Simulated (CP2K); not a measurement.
# PBE/TZV2P-MOLOPT-PBE-GTH (core potential) run of SiH2Br2 (dibromosilane)

Aim: the vertical singlet–triplet gap of SiH2Br2 (dibromosilane) at PBE/TZV2P-MOLOPT-PBE-GTH (core potential), from 2 runs. 

Program for the calculation: CP2K 2026.2.

2 further runs of the same task are left out: 1 that didn't finish, 1 set aside as unsound or not needed.

**1. The molecule**

SiH2Br2: 5 atoms, total charge 0, spin state singlet. As SMILES, `Br[SiH2]Br`. Geometry: relaxed at PBE0-D4/def2-TZVP.

Bond lengths: Br1–Si2 2.207 Å, Si2–Br3 2.207 Å, Si2–H4 1.476 Å, Si2–H5 1.476 Å. Angles: Br1–Si2–Br3 110.8°, Br1–Si2–H4 108.4°, Br1–Si2–H5 108.4°, Br3–Si2–H4 108.4°, Br3–Si2–H5 108.4°, H4–Si2–H5 112.5°.

**2. A single-point energy at PBE/TZV2P-MOLOPT-PBE-GTH (core potential)**

molecule.inp

```
&GLOBAL
   PROJECT_NAME molecule
   RUN_TYPE ENERGY
   PRINT_LEVEL MEDIUM
&END GLOBAL
&FORCE_EVAL
   METHOD QUICKSTEP
   &DFT
      BASIS_SET_FILE_NAME BASIS_MOLOPT_UZH
      POTENTIAL_FILE_NAME POTENTIAL_UZH
      &QS
         METHOD GPW
         EPS_DEFAULT 1.0E-10
      &END QS
      # plane-wave cutoff in Ry
      &MGRID
         CUTOFF 400
         REL_CUTOFF 50
         NGRIDS 4
      &END MGRID
      &POISSON
         PERIODIC NONE
         POISSON_SOLVER MULTIPOLE
      &END POISSON
      &SCF
         SCF_GUESS ATOMIC
         EPS_SCF 1.0E-06
         MAX_SCF 30
         &OT
            MINIMIZER DIIS
            PRECONDITIONER FULL_SINGLE_INVERSE
         &END OT
         &OUTER_SCF
            EPS_SCF 1.0E-06
            MAX_SCF 8
         &END OUTER_SCF
      &END SCF
      &XC
         &XC_FUNCTIONAL PBE
         &END XC_FUNCTIONAL
      &END XC
      &PRINT
         &MOMENTS
            PERIODIC F
            REFERENCE COM
            MAX_MOMENT 1
         &END MOMENTS
         &MO_CUBES
            NLUMO 3
            NHOMO -1
            WRITE_CUBE F
         &END MO_CUBES
         &HIRSHFELD OFF
         &END HIRSHFELD
      &END PRINT
   &END DFT
   &SUBSYS
      &CELL
         ABC 9.8 10.1 9.4
         PERIODIC NONE
      &END CELL
      &COORD
         Br    -1.672690    -1.239290     0.362310
         Si     0.158230    -0.046290     0.054680
         Br    -0.295570     1.814160    -1.042010
         H      1.103430    -0.843230    -0.751710
         H      0.706590     0.314640     1.376730
      &END COORD
      &TOPOLOGY
         &CENTER_COORDINATES
         &END CENTER_COORDINATES
      &END TOPOLOGY
      &KIND Br
         BASIS_SET TZV2P-MOLOPT-PBE-GTH-q7
         POTENTIAL GTH-PBE-q7
      &END KIND
      &KIND Si
         BASIS_SET TZV2P-MOLOPT-PBE-GTH-q4
         POTENTIAL GTH-PBE-q4
      &END KIND
      &KIND H
         BASIS_SET TZV2P-MOLOPT-PBE-GTH-q1
         POTENTIAL GTH-PBE-q1
      &END KIND
   &END SUBSYS
&END FORCE_EVAL
```

The run is started by

```console
$ OMP_NUM_THREADS=1 cp2k.psmp -i molecule.inp -o molecule.out
```

The log of the run, shortened:

```text
CP2K| version string:                                       CP2K version 2026.2
[...]
 GLOBAL| Method name                                                        CP2K
[...]
 GLOBAL| Run type                                                         ENERGY
[...]
 DFT| Spin restricted Kohn-Sham (RKS) calculation                            RKS
 DFT| Multiplicity                                                             1
[...]
 DFT| Charge                                                                   0
[...]
 FUNCTIONAL| PBE:
 QS| Method:                                                                 GPW
[...]
 QS| Density cutoff [a.u.]:                                                200.0
[...]
 QS| Relative density cutoff [a.u.]:                                        25.0
[...]
                             - Atoms:                                          5
[...]
                             - Spherical basis functions:                    115
[...]
 Number of electrons:                                                         20
[...]
     1 OT DIIS     0.80E-01    0.9     0.07725915       -30.9781915219 -3.10E+01
[...]
    28 OT DIIS     0.80E-01    1.0     0.00000098       -32.0135290154 -4.22E-10
  *** SCF run converged in    28 steps ***
[...]
  Overlap energy of the core charge distribution:               0.00000002816226
  Self energy of the core charge distribution:                -68.31298111204275
  Core Hamiltonian energy:                                     15.53739142452514
  Hartree energy:                                              27.88557369062167
  Exchange-correlation energy:                                 -7.12351304667957
  Total energy:                                               -32.01352901541324
[...]
                     Mulliken Population Analysis
 #  Atom  Element  Kind  Atomic population                           Net charge
       1     Br       1          7.230366                             -0.230366
       2     Si       2          3.407743                              0.592257
       3     Br       1          7.229528                             -0.229528
       4     H        3          1.066641                             -0.066641
       5     H        3          1.065723                             -0.065723
 # Total charge                             20.000000                 -0.000000
[...]
  Dipole moment [Debye]
    X=  0.9002047E+00 Y= -0.2493977E+00 Z=  0.3174770E+00  Total=      0.9865898
[...]
 HOMO - LUMO gap [eV] :    5.761944
 ENERGY| Total FORCE_EVAL ( QS ) energy [hartree]            -32.013529015413241
[...]
```

Wall time 28 s (1 thread of Arm Neoverse V2, shared host); peak memory 0.75 GiB.

**3. The triplet**

qs.inp

```
&GLOBAL
  PROJECT_NAME qs
  RUN_TYPE ENERGY
  PRINT_LEVEL MEDIUM
&END GLOBAL

&FORCE_EVAL
  METHOD Quickstep
  &DFT
    BASIS_SET_FILE_NAME BASIS_MOLOPT_UZH
    POTENTIAL_FILE_NAME POTENTIAL_UZH
    MULTIPLICITY 3
    SPIN_POLARIZED T
    &QS
      METHOD GPW
      EPS_DEFAULT 1.0E-10
    &END QS
    &MGRID
      CUTOFF 400
      REL_CUTOFF 50
      NGRIDS 4
    &END MGRID
    ! cluster boundary conditions
    &POISSON
      PERIODIC NONE
      POISSON_SOLVER MULTIPOLE
    &END POISSON
    &SCF
      SCF_GUESS ATOMIC
      EPS_SCF 1.0E-06
      MAX_SCF 40
      &OT
        MINIMIZER CG
        PRECONDITIONER FULL_SINGLE_INVERSE
      &END OT
      &OUTER_SCF
        EPS_SCF 1.0E-06
        MAX_SCF 10
      &END OUTER_SCF
    &END SCF
    &XC
      &XC_FUNCTIONAL PBE
      &END XC_FUNCTIONAL
    &END XC
    &PRINT
      &MOMENTS
        PERIODIC F
        REFERENCE COM
        MAX_MOMENT 1
      &END MOMENTS
      &MO_CUBES
        NLUMO 3
        NHOMO -1
        WRITE_CUBE F
      &END MO_CUBES
      &HIRSHFELD OFF
      &END HIRSHFELD
    &END PRINT
  &END DFT
  &SUBSYS
    &CELL
      ABC 9.8 10.1 9.4
      PERIODIC NONE
    &END CELL
    &COORD
      Br     3.511940     3.523275     4.894950
      Si     5.342860     4.716275     4.587320
      Br     4.889060     6.576725     3.490630
      H      6.288060     3.919335     3.780930
      H      5.891220     5.077205     5.909370
    &END COORD
    &KIND Br
      BASIS_SET TZV2P-MOLOPT-PBE-GTH-q7
      POTENTIAL GTH-PBE-q7
    &END KIND
    &KIND Si
      BASIS_SET TZV2P-MOLOPT-PBE-GTH-q4
      POTENTIAL GTH-PBE-q4
    &END KIND
    &KIND H
      BASIS_SET TZV2P-MOLOPT-PBE-GTH-q1
      POTENTIAL GTH-PBE-q1
    &END KIND
  &END SUBSYS
&END FORCE_EVAL
```

The run is started by

```console
$ OMP_NUM_THREADS=1 cp2k.psmp qs.inp > qs.out
```

The log of the run, shortened:

```text
CP2K| version string:                                       CP2K version 2026.2
[...]
 GLOBAL| Method name                                                        CP2K
[...]
 GLOBAL| Run type                                                         ENERGY
[...]
 DFT| Spin unrestricted (spin-polarized) Kohn-Sham calculation               UKS
 DFT| Multiplicity                                                             3
[...]
 DFT| Charge                                                                   0
[...]
 FUNCTIONAL| PBE:
 QS| Method:                                                                 GPW
[...]
 QS| Density cutoff [a.u.]:                                                200.0
[...]
 QS| Relative density cutoff [a.u.]:                                        25.0
[...]
                             - Atoms:                                          5
[...]
                             - Spherical basis functions:                    115
[...]
 Number of electrons:                                                         11
[...]
     1 OT CG       0.80E-01    1.5     0.04749650       -31.0614711161 -3.11E+01
[...]
    29 OT CG       0.11E+00    1.6     0.00000079       -31.8070921607 -1.84E-10
  *** SCF run converged in    29 steps ***
[...]
  Overlap energy of the core charge distribution:               0.00000002816226
  Self energy of the core charge distribution:                -68.31298111204275
  Core Hamiltonian energy:                                     15.75819441910526
  Hartree energy:                                              27.84292940870698
  Exchange-correlation energy:                                 -7.09523490463320
  Total energy:                                               -31.80709216070145
[...]
  Dipole moment [Debye]
    X=  0.3279827E+00 Y= -0.1068053E+00 Z=  0.1254629E+00  Total=      0.3670436
[...]
 HOMO - LUMO gap [eV] :    0.056238
 ENERGY| Total FORCE_EVAL ( QS ) energy [hartree]            -31.807092160701451
[...]
```

It took 2.9 min on 1 thread of Arm Neoverse V2, shared host; peak memory 0.95 GiB.

**4. Results**

At PBE/TZV2P-MOLOPT-PBE-GTH (core potential):

| quantity | value |
| --- | --- |
| singlet: total energy | -32.01353 Eh |
| singlet: dipole moment | 0.99 D |
| singlet: HOMO energy | -7.28 eV |
| singlet: LUMO energy | -1.52 eV |
| singlet: HOMO–LUMO gap | 5.76 eV |
| triplet: total energy | -31.80709 Eh |
| triplet: dipole moment | 0.37 D |
| triplet: HOMO energy (highest over α and β) | -1.79 eV |
| triplet: ⟨S²⟩ | 2.003 |
| vertical energy of the triplet above the singlet | 5.617 eV |

What this shows: At this shape the triplet lies 5.62 eV (542 kJ/mol) above the singlet.
